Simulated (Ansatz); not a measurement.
# LaRuPO (P4/nmm): equation of state

An exercise on one series of results from a longer session: the logs are not shown, and one member is left open.

Computed with Ansatz 0.2.0 (DFT PBE, scalar-relativistic, plane waves, PAW, unless a step's input says otherwise).

## Starting point

It takes space group P4/nmm (No. 129, tetragonal). Conventional cell: a = 4.064 Å, b = 4.064 Å, c = 8.510 Å, α = 90.00°, β = 90.00°, γ = 90.00°. La (site symmetry 4mm) has 4 O at 2.38 Å as nearest neighbours. Around P (site symmetry 4mm) lie 4 Ru at 2.34 Å. Around Ru (site symmetry -4m2) lie 4 P at 2.34 Å. Around O (site symmetry -4m2) lie 4 La at 2.38 Å.

As a file:

```cif
data_structure
_symmetry_space_group_name_H-M 'P 1'
_symmetry_Int_Tables_number 1
_cell_length_a 4.0640
_cell_length_b 4.0640
_cell_length_c 8.5103
_cell_angle_alpha 90.000
_cell_angle_beta 90.000
_cell_angle_gamma 90.000
_cell_volume 140.56
loop_
_atom_site_label
_atom_site_type_symbol
_atom_site_fract_x
_atom_site_fract_y
_atom_site_fract_z
_atom_site_occupancy
La1 La 0.00000 0.50000 0.85538 1
La2 La 0.50000 0.00000 0.14462 1
P1 P 0.50000 0.00000 0.63580 1
P2 P 0.00000 0.50000 0.36420 1
Ru1 Ru 0.00000 0.00000 0.50000 1
Ru2 Ru 0.50000 0.50000 0.50000 1
O1 O 0.50000 0.50000 0.00000 1
O2 O 0.00000 0.00000 0.00000 1
```

An earlier run at PBE left this cell at 17.570 Å³/atom and 0.00 GPa (8×8×4 mesh).

Volume factors to run: 0.980, 1.020, 0.960, 1.040.

Set-up of the first run:

Contents of input.yaml:

```yaml
crystal:
  lattice:
    - [4.0367572331, 0.0, 0.0]
    - [0.0, 4.0367572331, 0.0]
    - [0.0, 0.0, 8.453164074]
  atoms:
    - { symbol: La, position: [0.0, 0.5, 0.855381381] }
    - { symbol: La, position: [0.5, 0.0, 0.144618619] }
    - { symbol: P, position: [0.5, 0.0, 0.6357980829] }
    - { symbol: P, position: [0.0, 0.5, 0.3642019171] }
    - { symbol: Ru, position: [0.0, 0.0, 0.5] }
    - { symbol: Ru, position: [0.5, 0.5, 0.5] }
    - { symbol: O, position: [0.5, 0.5, 0.0] }
    - { symbol: O, position: [0.0, 0.0, 0.0] }
basis:
  ecutwfc: 420
  ecutrho_ratio: 4
kpoints:
  mp_grid: { grid: [8, 8, 4] }
hamiltonian:
  xc: pbe
scf:
  occupations: { method: gaussian, width: 0.05 }
output:
  forces: true
  stress: true
  eigenvalues: true
relax:
  f_tol: 0.01
  max_steps: 40
  cell: { stress_tol: 0.1, fix: [volume] }
```

Launch:

```console
$ ansatz run input.yaml --threads 2 --pin off --max-ram 5120MiB --backend cpu --events-out ev --progress --plain --runs-dir out
```

Among the steps run: At 0.980 of the relaxed volume; Scaling the volume by 1.020; Scaling the volume by 0.960; At 1.040 of the relaxed volume.

One table of the session follows, with a row left open; its other results are not shown here.

It belongs to the step «Energy and pressure against volume». 

| volume (Å³/atom) | energy (meV/atom) | pressure (GPa) |
| --- | --- | --- |
| 16.867 | 9.47 | 4.49 |
| 17.218 | 2.29 | 2.13 |
| 17.570 | 0.00 | 0.00 |
| 17.921 | ? | ? |
| 18.273 | 8.16 | -3.58 |

**Question.** Estimate the row for volume (Å³/atom) = 17.921.

Worked estimate for «energy (meV/atom)». A straight line through the neighbours (17.570, 0.00) and (18.273, 8.16) gives 0.00 + (8.16 − 0.00) × (17.921 − 17.570) / (18.273 − 17.570) = 4.07; a parabola fitted to 3 rows on both sides gives 1.95.

**Answer.** energy (meV/atom): 2.11; pressure (GPa): -1.89. In «energy (meV/atom)» the line misses by +1.96 and the parabola by -0.16.
